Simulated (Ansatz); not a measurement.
# Ti2Rh: how the settings move a single-point run

How sensitive is a single-point run of Ti2Rh to its settings? A reference run comes first, then two runs with altered input.

Computed with Ansatz 0.2.0 (reference: DFT, PBEsol, PAW with Ansatz's default frozen-core files, scalar-relativistic, unless a step's input says otherwise).

5 further runs of the same task are left out: 5 that didn't finish.

## Step 1: The system as given

It takes space group Cm (No. 8, monoclinic). Conventional cell: a = 4.316 Å, b = 4.316 Å, c = 5.361 Å, α = 90.00°, β = 113.74°, γ = 90.00°. Ti (site symmetry m) has 1 Rh at 1.55 Å as nearest neighbours. Around Ti (site symmetry m) lie 4 Rh at 2.57 to 3.02 Å and 8 Ti at 2.68 to 3.05 Å. Around Rh (site symmetry m) lie 1 Ti at 1.55 Å.

Coordinates:

```
CELL_PARAMETERS angstrom
-1.52600 1.52600 4.90797
1.52600 -1.52600 4.90797
1.52600 1.52600 -4.90797
ATOMIC_POSITIONS crystal
Ti 0.52265 0.52265 0.79000
Ti 0.33842 0.33842 0.00000
Rh 0.13893 0.13893 0.21000
```

## Step 2: Reference

input.yaml

```yaml
crystal:
  lattice:
    - [-1.52599509, 1.52599509, 4.9079679]
    - [1.52599509, -1.52599509, 4.9079679]
    - [1.52599509, 1.52599509, -4.9079679]
  atoms:
    - { symbol: Ti, position: [0.5226473626, 0.5226473626, -0.21] }
    - { symbol: Ti, position: [0.33842106, 0.33842106, 0.0] }
    - { symbol: Rh, position: [0.1389315774, 0.1389315774, 0.21] }
kpoints:
  mp_grid: { grid: [14, 14, 14] }
scf:
  occupations: { method: fermi_dirac, width: 0.05 }
hamiltonian:
  xc: pbesol
  pseudopotentials: { kind: paw, partial_waves: polarizable }
output:
  forces: true
  stress: true
  eigenvalues: true
```

Run with:

```console
$ ansatz run input.yaml --threads 1 --pin off --max-ram 3072MiB --backend cpu --events-out ev --progress --plain --runs-dir out
```

## Step 3: Changed: mp_grid.shift [0.5, 0.5, 0.5], ecutwfc 51.4 Ry

input.yaml, as its differences from that of step 2:

```diff
@@ -10,3 +10,3 @@
 kpoints:
-  mp_grid: { grid: [14, 14, 14] }
+  mp_grid: { grid: [14, 14, 14], shift: [0.5, 0.5, 0.5] }
 scf:
@@ -20 +20,7 @@
   eigenvalues: true
+  write_density: true
+  write_potential: true
+  elf: true
+  volumetric_format: npy
+basis:
+  ecutwfc: "51.4 Ry"
```

## Step 4: Changed: mixing.algorithm broyden, mixing.beta 0.9, mixing.ndim 16

input.yaml, as its differences from that of step 2:

```diff
@@ -13,2 +13,3 @@
   occupations: { method: fermi_dirac, width: 0.05 }
+  mixing: { algorithm: broyden, beta: 0.9, ndim: 16 }
 hamiltonian:
```

**Question.** What will these runs give? Wanted: for each run, ending; energy change; pressure; gap; force.

The runs gave:

| run | ending | energy change | pressure (GPa) | gap (eV) | force (eV/Å) | cycles | time |
| --- | --- | --- | --- | --- | --- | --- | --- |
| reference | converged | 0 | 84.5 | 0.00 | 38.55 | 9 | 91 s |
| 1: mp_grid.shift [0.5, 0.5, 0.5], ecutwfc 51.4 Ry | converged | -4.1 meV/atom | 84.4 | 0.00 | 38.49 | 9 | 5.1 min |
| 2: mixing.algorithm broyden, mixing.beta 0.9, mixing.ndim 16 | converged | 0.0 meV/atom | 84.5 | 0.00 | 38.55 | 11 | 1.8 min |

Times don't compare one to one where runs were asked for different outputs or read a saved state (see the inputs); cycles may leave out searches for a lower state.

Residual by cycle in the longest SCF loop of each run; runs are numbered as in the table. The quantity is the density residual dr2, in eV.

| cycle | reference | run 1 | run 2 |
| --- | --- | --- | --- |
| 1 | 2.29 | 2.29 | 2.29 |
| 2 | 0.398 | 0.396 | 6.68 |
| 3 | 0.0158 | 0.016 | 0.235 |
| 4 | 0.00252 | 0.00257 | 0.21 |
| 5 | 1.6e-4 | 1.7e-4 | 0.0211 |
| 6 | 2.3e-5 | 2.0e-5 | 0.00259 |
| 7 | 1.9e-6 | 1.6e-6 | 2.3e-4 |
| 8 | 1.0e-7 | 1.0e-7 | 3.1e-5 |
| 9 | 1.7e-8 | 1.6e-8 | 2.7e-6 |
| 10 | - | - | 4.5e-7 |
| 11 | - | - | 1.9e-8 |

Of the converged runs whose energies compare with the reference's, «mp_grid.shift [0.5, 0.5, 0.5], ecutwfc 51.4 Ry» moves the energy most (-4.1 meV/atom) and «mixing.algorithm broyden, mixing.beta 0.9, mixing.ndim 16» least (0.0 meV/atom). The pressure spans 84.4 to 84.5 GPa over the reference and the converged variants. The structure is not at rest: the sound run finds 84 GPa, so these are no properties of the relaxed crystal. 
